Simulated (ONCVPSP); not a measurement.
# An ONCV potential for molybdenum, from input to tests

Do these settings give a usable potential? It is generated, then checked for transferability, scattering, ghosts and hardness.

The numbers are computed with ONCVPSP 4.0.1 (PBE, scalar-relativistic, spin-unpolarised reference atom).

### Step 1. Starting point

Typed settings, in words:

* element: molybdenum (Mo, Z = 42)
* type: optimised norm-conserving Vanderbilt (ONCV)
* frozen core: [Ar] 3d10 4s2
* valence charge: 12
* reference configuration: 4p6 4d5 5s1
* partial waves: 5s: rc 2.70 bohr, ncon 3, nbas 7, qcut 2.6 1/bohr, 3 projectors, debl 0.5 Ha; 4p: rc 1.65 bohr, ncon 4, nbas 7, qcut 7.3 1/bohr, 1 projector; 4d: rc 2.30 bohr, ncon 4, nbas 8, qcut 7.1 1/bohr, 2 projectors, debl 3.2 Ha
* local potential: polynomial inside 1.10 bohr (lpopt 5, dvloc0 0 Ha)
* core correction: Teter function, fcfact 5.5, rcfact 1.5

An earlier all-electron run gives the scale for the radii.

All-electron outer shells of the reference configuration (PBE, scalar-relativistic, ld1.x):

| shell | level (eV) | outermost node (bohr) | outermost maximum (bohr) |
| --- | --- | --- | --- |
| 4s | -64.35 | 0.51 | 0.99 |
| 4p | -38.49 | 0.52 | 1.08 |
| 5s | -4.09 | 1.34 | 2.93 |
| 4d | -3.75 | 0.53 | 1.38 |
| 5p | -1.04 | 1.54 | 4.11 |

### Step 2. Generation

Mo.dat

```
# ATOM AND REFERENCE CONFIGURATION
# atsym  z   nc   nv     iexc    psfile
  Mo 42.00    7    3        4      upf
#
#   n    l    f
    1    0    2.00
    2    0    2.00
    2    1    6.00
    3    0    2.00
    3    1    6.00
    3    2   10.00
    4    0    2.00
    4    1    6.00
    4    2    5.00
    5    0    1.00
#
# PSEUDOPOTENTIAL AND OPTIMIZATION
# lmax
    2
#
#   l,   rc,      ep,       ncon, nbas, qcut
    0    2.70    0.00    3    7    2.60
    1    1.65    0.00    4    7    7.30
    2    2.30    0.00    4    8    7.10
#
# LOCAL POTENTIAL
# lloc, lpopt,  rc(5),   dvloc0
    4    5    1.10    0.00
#
# VANDERBILT-KLEINMAN-BYLANDER PROJECTORs
# l, nproj, debl
    0    3    0.50
    1    1    2.30
    2    2    3.20
#
# MODEL CORE CHARGE
# icmod, fcfact, rcfact
    3    5.50    1.50
#
# LOG DERIVATIVE ANALYSIS
# epsh1, epsh2, depsh
   -3.00    5.00    0.02
#
# OUTPUT GRID
# rlmax, drl
    6.00    0.01
#
# TEST CONFIGURATIONS
# ncnf
    4
# nvcnf
#   n    l    f
    3
    4    1    6.00
    4    2    5.00
    5    0    0.00
#
    3
    4    1    6.00
    4    2    4.00
    5    0    0.00
#
    3
    4    1    6.00
    4    2    3.00
    5    0    0.00
#
    3
    4    1    6.00
    4    2    5.00
    5    0    0.50
#
```

Started as:

```console
$ oncvpsp.x < Mo.dat > Mo.out
```

Before running it: what results should come out? Wanted: cutoffs for 1 and 0.1 mHa per electron, occupied waves; bound ghosts; GHOST(+) flags; largest test error; largest phase difference near zero energy, channels read; rms error of d²Exc/dn², without and with the model core.

As calculated:

| quantity | value |
| --- | --- |
| cutoffs for 1 and 0.1 mHa per electron, occupied waves | 16 Ha and 22 Ha |
| bound ghosts | s at -49.02 eV |
| GHOST(+) flags | s at 159 eV |
| largest test error (AE − PS) | +82 meV, for 4p6 4d3 5s0 |
| largest phase difference near zero energy, channels read | 0.019 rad |
| rms error of d²Exc/dn², without and with the model core | 3.01 and 0.72 mHa |

**Reading.** It has a bound ghost (s), a state that the atom doesn't have, and that rules the file out. By total energies transferability is fair: the largest error is 82 meV on 49.1 eV, for 4p6 4d3 5s0. That test lies far up in energy; among those under 40 eV, nearer to bonding, the largest error is 20 meV. By its cutoff, 16 Ha for the looser tolerance, it is soft on the atom at that tolerance. Near zero energy the phases of the channels with partial waves agree within 0.019 rad. The program also flags highly localised states, GHOST(+) (s). All of this concerns the isolated atom, not yet a solid.
